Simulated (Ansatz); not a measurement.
# HfH2 (singlet): wave-function methods side by side at scale of all distances = 1.277, def2-SVP

Aim: climb from Hartree-Fock through coupled cluster and multireference methods for HfH2 (singlet) at one geometry and basis, and see what each rung misses.

Method: def2-SVP, core rule «outside noble gas», up to 4 orbitals frozen; program: Ansatz 0.2.0, Gaussian basis.

To be run: UHF; CCSD(T) on RHF; CCSD(T) on UHF; CISD; CCSDT(Q) on RHF; CCSDT(Q) on UHF; CASSCF and MRCISD+Q, 2 electrons in 2 orbitals; CASSCF and NEVPT2, 2 electrons in 2 orbitals; Full CI.

16 further runs of the same task are left out: 8 for a known fault of the program, 6 that didn't finish, 2 set aside as unsound or not needed.

## 1. The geometry

The geometry derives from a PBE0/def2-TZVP stationary point (not a proven minimum). All distances are scaled together. No spin-orbit coupling is included. Elements past krypton take def2 core potentials.

3 atoms, charge 0, spin multiplicity 1.

Atoms are counted from 1 here; the program's logs count them from 0.

Bond lengths: Hf1–H2 2.441 Å, Hf1–H3 2.441 Å. Angles: H2–Hf1–H3 180.0°.

## 2. UHF

in.yaml

```yaml
crystal:
  periodic: [false, false, false]
  atoms:
    - {symbol: Hf, position_ang: [0.000000, 0.000000, 0.000000]}
    - {symbol: H, position_ang: [0.000000, 0.000000, -2.441369]}
    - {symbol: H, position_ang: [0.000000, 0.000000, 2.441369]}
basis:
  gaussian: {orbitals: def2-SVP}
magnetization: {spin_polarized: true, initial_magnetization: 0}
hamiltonian: {xc: hf}
output: {orbitals: {seedname: orbitals}}
```

Command:

```sh
$ ansatz run in.yaml --threads 1 --pin off --events-out ev --progress --plain --max-ram 2393MiB
```

Further steps of the session: CCSD(T) on RHF; CCSD(T) on UHF; CISD; CCSDT(Q) on RHF; CCSDT(Q) on UHF; CASSCF and MRCISD+Q, 2 electrons in 2 orbitals; CASSCF and NEVPT2, 2 electrons in 2 orbitals; Full CI.

Q: Predict the results of all the runs planned. Wanted: FCI below the RHF energy; RMP2 from FCI; UMP2 from FCI; RCCSD from FCI; RCCSD(T) from FCI; UCCSD(T) from FCI; RCCSDT(Q) from FCI; UCCSDT(Q) from FCI; NEVPT2 pair from FCI.

The runs gave:

```
                         quantity                                           value
         FCI below the RHF energy                                      -3.0040 eV
                    RMP2 from FCI                                     +1057.3 meV
                    UMP2 from FCI                                      +731.1 meV
                   RCCSD from FCI                                      +150.1 meV
                RCCSD(T) from FCI                                       +49.9 meV
                UCCSD(T) from FCI                                       +14.1 meV
               RCCSDT(Q) from FCI                                        -0.9 meV
               UCCSDT(Q) from FCI                                       -19.3 meV
             NEVPT2 pair from FCI                                      +902.5 meV
           MRCISD+Q pair from FCI                                       +51.0 meV
levels within 1 kcal/mol (43 meV)  UCCSD(T), RCCSDT, UCCSDT, RCCSDT(Q), UCCSDT(Q)
                    T1 diagnostic                                           0.021
   effectively unpaired electrons                                            0.71
```

RCCSD(T) lands +49.9 meV from the yardstick (1.7 % of the correlation energy). CCSD(T) misses by +49.9 meV on the restricted determinant and by +14.1 meV on the unrestricted one; the two need not hold the same state or core. UCCSDT, UCCSDT(Q) fall below full CI: unrestricted runs freeze a spin-polarised core, another one than full CI's, and coupled cluster isn't variational. The occupations show some static correlation. Of the multireference levels listed MRCISD+Q pair comes nearest in total energy (+51.0 meV), which doesn't show that its space is the better one. These misses are within one basis, not against nature.
